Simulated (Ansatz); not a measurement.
# BNH4 (SMILES BN) at HSE06/def2-TZVPP

Aim: the electronic atomisation energy of BNH4 at HSE06/def2-TZVPP, from 4 runs. 

The results are computed with Ansatz 0.2.0.

56 further runs of the same task are left out: 56 set aside as unsound or not needed.

### 1 Starting point

BNH4: 6 atoms, total charge 0, spin state singlet. SMILES: `BN`. The shape is that of a PBE0-D4/def2-TZVP optimisation.

Bond lengths: B1–N2 1.385 Å, B1–H3 1.197 Å, B1–H4 1.197 Å, N2–H5 1.006 Å, N2–H6 1.006 Å. Angles: B1–N2–H5 123.2°, B1–N2–H6 123.2°, N2–B1–H3 119.0°, N2–B1–H4 119.0°, H5–N2–H6 113.5°, H3–B1–H4 122.0°.

### 2 The energy at HSE06/def2-TZVPP

The input, molecule.yaml:

```yaml
basis:
  gaussian: {orbitals: def2-TZVPP}
crystal:
  periodic: [false, false, false]
  atoms:
    - {symbol: B, position_ang: [-0.128200, -0.679600, -0.025600]}
    - {symbol: "N", position_ang: [0.146100, 0.677400, 0.010800]}
    - {symbol: H, position_ang: [0.225800, -1.368000, 0.887500]}
    - {symbol: H, position_ang: [-0.712000, -1.128700, -0.969200]}
    - {symbol: H, position_ang: [-0.121600, 1.313700, -0.720800]}
    - {symbol: H, position_ang: [0.632000, 1.121400, 0.771300]}
hamiltonian: {xc: hse06}
accuracy: high
output: {orbitals: {seedname: orbitals}}
```

Launch:

```
ansatz run molecule.yaml --threads 1 --pin off --max-ram 3480MiB --events-out events.jsonl --progress --plain --runs-dir runs
```

Output:

```text
Warning: RAYON_NUM_THREADS=1 ignored (pool sized by the plan → 1); use --threads N
Functional definition: HSE06
  name "HSE06"
  parameter a = 0.25
  parameter omega = 0.11/bohr
  exchange = pbe_x - a*pbe_x_sr(omega) + a*exact_x_sr(omega)
  correlation = pbe_c
2045 factors; integrals over basis functions are off by at most 3.0e-9 eV
77 factors; integrals over basis functions are off by at most 1.0e-9 eV
mean field evaluation 1: about -2224.3761 eV, gradient 5.5e1 eV
mean field evaluation 2: about -2216.6319 eV, gradient 7.7e1 eV
mean field evaluation 4: about -2230.2119 eV, gradient 3.2e0 eV
mean field evaluation 8: about -2230.2396 eV, gradient 2.3e-2 eV
mean field evaluation 16: about -2230.2396 eV, gradient 8.8e-8 eV
mean field -2230.23955370 eV, -81.9597918879 hartree, gradient 8.7e-8 eV, S^2 0.000000; 0 other end points of the search recorded, 0 dependent functions left out
reference -2230.23955712 eV, -81.9597920134 hartree; 8, 8 occupied and 110, 110 virtual orbitals, 2045 factors
Total energy: -2230.23955712 eV, -81.9597920134 hartree
```

Run time: 7.2 s. Hardware: 1 thread of Arm Neoverse V1, shared host; peak memory 0.31 GiB.

### 3 The B atom, same level

The input, run.yaml:

```yaml
crystal:
  periodic: [false, false, false]
  atoms:
    - {symbol: B, position_ang: [0.000000, 0.000000, 0.000000]}
basis:
  gaussian:
    orbitals: def2-TZVPP
magnetization:
  spin_polarized: true
  initial_magnetization: 1
hamiltonian:
  xc: hse06
accuracy: high
```

Run the same way, it converges to -24.61633 Eh (log not shown).

### 4 The H atom, same level

The input, molecule.yaml:

```yaml
crystal:
  periodic: [false, false, false]
  atoms:
    - {symbol: H, position_ang: [0.000000, 0.000000, 0.000000]}
basis:
  gaussian:
    orbitals: def2-TZVPP
magnetization:
  spin_polarized: true
  initial_magnetization: 1
hamiltonian:
  xc: hse06
accuracy: high
```

Launch:

```
ansatz run molecule.yaml --threads 1 --pin off --max-ram 3480MiB --events-out events.jsonl --progress --plain --runs-dir runs
```

Output (excerpt; [...] marks lines left out):

```text
Warning: RAYON_NUM_THREADS=1 ignored (pool sized by the plan → 1); use --threads N
[... 6 set-up lines as earlier in the session ...]
92 factors; integrals over basis functions are off by at most 9.3e-10 eV
26 factors; integrals over basis functions are off by at most 1.4e-9 eV
mean field evaluation 1: about -13.6269 eV, gradient 1.2e-1 eV
mean field evaluation 2: about -13.6260 eV, gradient 1.2e-1 eV
mean field evaluation 4: about -13.6261 eV, gradient 3.4e-4 eV
mean field evaluation 8: about -13.6261 eV, gradient 4.0e-10 eV
mean field -13.62611853 eV, -0.5007506200 hartree, gradient 8.3e-9 eV, S^2 0.750000; 0 other end points of the search recorded, 0 dependent functions left out
reference -13.62612104 eV, -0.5007507122 hartree; 1, 0 occupied and 13, 14 virtual orbitals, 92 factors
Total energy: -13.62612104 eV, -0.5007507122 hartree
```

It took 0.26 s on 1 thread of Arm Neoverse V1, shared host.

### 5 The N atom

The input, input.yaml:

```yaml
crystal:
  periodic: [false, false, false]
  atoms:
    - symbol: N
      position_ang: [0.000000, 0.000000, 0.000000]
basis:
  gaussian:
    orbitals: def2-TZVPP
magnetization:
  spin_polarized: true
  initial_magnetization: 3
hamiltonian:
  xc: hse06
accuracy: high
```

Run the same way, it converges to -54.54099 Eh (log not shown).

### 6 Summary of results

Level: HSE06/def2-TZVPP.

```
                     quantity         value
       molecule: total energy  -81.95979 Eh
        molecule: HOMO energy      -8.29 eV
        molecule: LUMO energy      -0.15 eV
      molecule: HOMO–LUMO gap       8.13 eV
         B atom: total energy  -24.61633 Eh
                 B atom: ⟨S²⟩         0.754
         H atom: total energy   -0.50075 Eh
                 H atom: ⟨S²⟩         0.750
         N atom: total energy  -54.54099 Eh
                 N atom: ⟨S²⟩         3.753
electronic atomisation energy     21.755 eV
```

Taking the molecule apart into free atoms costs 21.75 eV (502 kcal/mol), before zero-point energy and without spin-orbit coupling.
